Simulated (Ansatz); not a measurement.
This script drives Ansatz 0.2.0, Python API.

The script, `freq_cli.py`:
```python
'''Harmonic frequencies of ClI(+) at its relaxed geometry.'''

import itertools

import ansatz as az
from ase.data import atomic_numbers, covalent_radii
import numpy as np

GEOMETRY = '''
I     0.00000    0.00000    0.00000
Cl    0.00000    0.00000    2.38000
'''

cli = az.Crystal.molecule()
for line in GEOMETRY.strip().splitlines():
    symbol, *xyz = line.split()
    cli = cli.atom(symbol, [float(v) for v in xyz])

job = cli.calculation()
job = job.basis(gaussian='def2-TZVP')
job = job.functional('r2scan')
job = job.charge(1)
job = job.spin('collinear', total=1)
symbols = [site.symbol for site in cli.cartesian_sites]
start = np.array([site.position_ang for site in cli.cartesian_sites], dtype=float)
rep = job.relax(force_tolerance=0.003).run(threads=1).report
end = np.array(rep['positions_ang'])

# pairs closer than 1.2 times the sum of covalent radii, before or after
radius = [covalent_radii[atomic_numbers[s]] for s in symbols]
span = lambda where, i, j: np.linalg.norm(where[i] - where[j])
bonded = [(i, j) for i, j in itertools.combinations(range(len(symbols)), 2) if min(span(start, i, j), span(end, i, j)) < 1.2 * (radius[i] + radius[j])]
print('pair        before    after (A)')
for i, j in bonded:
    print(f'{symbols[i]}{i}-{symbols[j]}{j}'.ljust(10), f'{span(start, i, j):8.4f} {span(end, i, j):8.4f}')

# frequencies need a stationary point, so they are taken at the relaxed geometry
minimum = az.Crystal.molecule()
for symbol, place in zip(symbols, end):
    minimum = minimum.atom(symbol, place.tolist())
vibrating = (
    minimum.calculation()
    .basis(gaussian='def2-TZVP')
    .functional('r2scan')
    .charge(1)
    .spin('collinear', total=1)
    .phonons(temperatures=(200, 600, 100))
)
vib = vibrating.run(threads=1).report['vibrations']
sums = vib['harmonic_sums']
modes = [m['omega_inv_cm'] for m in sums['modes_at_gamma'] if m['rigid_motion'] == 'no']
for number, w in enumerate(modes, start=1):
    print(f'mode {number:2d} {w:9.1f} 1/cm {w / 8065.544 * 1000:8.2f} meV')
print('imaginary modes:', sum(w < 0 for w in modes), ' zero-point energy:', round(sums['zero_point_energy_ev'], 4), 'eV')
```

It is started by `python freq_cli.py`. How long does it take on 1 thread of Arm Neoverse V2 (shared host), and how much memory does it need?

It took about 65 s, with a peak of 0.25 GiB, for 2 runs of the engine.

`python freq_cli.py` gives:
```text
pair        before    after (A)
I0-Cl1       2.3800   2.2390
mode  1     441.3 1/cm    54.72 meV
imaginary modes: 0  zero-point energy: 0.0274 eV
```

Notes:
- The frequencies are harmonic and unscaled, in a modest basis. The result belongs to the one conformer reached from this start, and soft torsions count as harmonic oscillators.
- def2 sets replace the cores of elements past krypton by effective core potentials.
- The species is open-shell (spin multiplicity 2).
- The spin state was assumed, and another may lie lower.

(Lines on the test bed's own set-up are left out of the output.)
